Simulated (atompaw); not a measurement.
# A PAW (atompaw) potential for thulium, from input to tests

Task: generate the file, and judge it by its logarithmic derivatives, its ghosts and its cutoff.

Program: atompaw 4.2.0.5. Reference atom: LDA (PW92), scalar-relativistic, spherical and spin-unpolarised. All values are calculated.

### 1 The design

Typed settings, in words:

| Quantity | Value |
| --- | --- |
| element | thulium (Tm, Z = 69) |
| type | PAW |
| frozen core | [Kr] 4d10 |
| valence charge | 23 |
| reference configuration | 4f13 5s2 5p6 5d0 6s2 6p0 |
| partial waves | 5s (bound): rc 1.45 bohr; 6s (bound): rc 2.00 bohr; 5p (bound): rc 2.45 bohr; 6p (bound, empty): rc 3.00 bohr; 5d (bound, empty): rc 3.00 bohr; 5d channel at 1.05 Ry: rc 3.00 bohr; 4f (bound): rc 1.05 bohr; 4f channel at 0.75 Ry: rc 1.05 bohr |
| local potential | bessel scheme, radius 2.65 bohr |
| core correction | smooth core density matched at 2.55 bohr |
| augmentation charge | besselshape compensation charge, radius 2.75 bohr; PAW radius 3.00 bohr; waves and projectors: custom rrkj gramschmidtortho |

An earlier all-electron run gives the scale for the radii.

All-electron outer shells of the reference configuration (LDA (PW92), scalar-relativistic, ld1.x):

```json
{"shell": "4p", "level (eV)": "-325.67", "outermost node (bohr)": "0.26", "outermost maximum (bohr)": "0.49"}
{"shell": "4d", "level (eV)": "-171.46", "outermost node (bohr)": "0.24", "outermost maximum (bohr)": "0.50"}
{"shell": "5s", "level (eV)": "-53.55", "outermost node (bohr)": "0.59", "outermost maximum (bohr)": "1.10"}
{"shell": "5p", "level (eV)": "-27.06", "outermost node (bohr)": "0.64", "outermost maximum (bohr)": "1.26"}
{"shell": "6s", "level (eV)": "-4.03", "outermost node (bohr)": "1.49", "outermost maximum (bohr)": "3.25"}
{"shell": "4f", "level (eV)": "-3.32", "outermost node (bohr)": "–", "outermost maximum (bohr)": "0.49"}
{"shell": "6p", "level (eV)": "-1.17", "outermost node (bohr)": "1.84", "outermost maximum (bohr)": "4.67"}
{"shell": "5d", "level (eV)": "-0.95", "outermost node (bohr)": "0.72", "outermost maximum (bohr)": "2.12"}
```

### 2 Generating the potential

Contents of Tm.input:

```
Tm 69
LDA-PW scalarrelativistic loggrid 2001 logderivrange -6 5 276
6 6 5 4 0 0
6 1 0
5 2 0
4 3 13
0 0 0
c
c
c
c
v
v
c
c
c
v
v
c
c
v
v
3
3.00 2.75 2.65 2.55
n
n
y
1.05
n
y
0.75
n
custom rrkj gramschmidtortho besselshape
bessel
1.45
2.00
2.45
3.00
3.00
3.00
1.05
1.05
PWSCFOUT
UPFDX 0.0125d0 UPFXMIN -7.d0 UPFZMESH 69.d0
END
```

Run with:

```console
$ atompaw < Tm.input > Tm.log
```

What does the calculation give? Wanted: cutoffs for 10 and 1 mRy, occupied levels; bound ghosts; largest phase difference near zero energy, channels read; lowest eigenvalue of the overlap; share of valence orbitals outside the PAW sphere; UPF file.

**Answer**, as computed:

| quantity | value |
| --- | --- |
| cutoffs for 10 and 1 mRy, occupied levels | 200 Ry and 300 Ry |
| bound ghosts | none found |
| largest phase difference near zero energy, channels read | 0.007 rad |
| lowest eigenvalue of the overlap (Bessel basis) | 0.134 (s) |
| share of valence orbitals outside the PAW sphere | 5s 0 %, 6s 72 %, 5p 1 %, 6p 93 %, 5d 53 %, 4f 1 % |
| UPF file | written |

In words: By its cutoff, 200 Ry for the looser tolerance, it is very hard. The slowest occupied level is 4f: taken alone it needs 180 Ry to come within 1 mRy, against 25 Ry for 5s. The Bessel-basis test finds no level below the valence levels. Near zero energy the phases of the channels with partial waves agree within 0.007 rad. These are tests on the free atom; a crystal test is still owed.
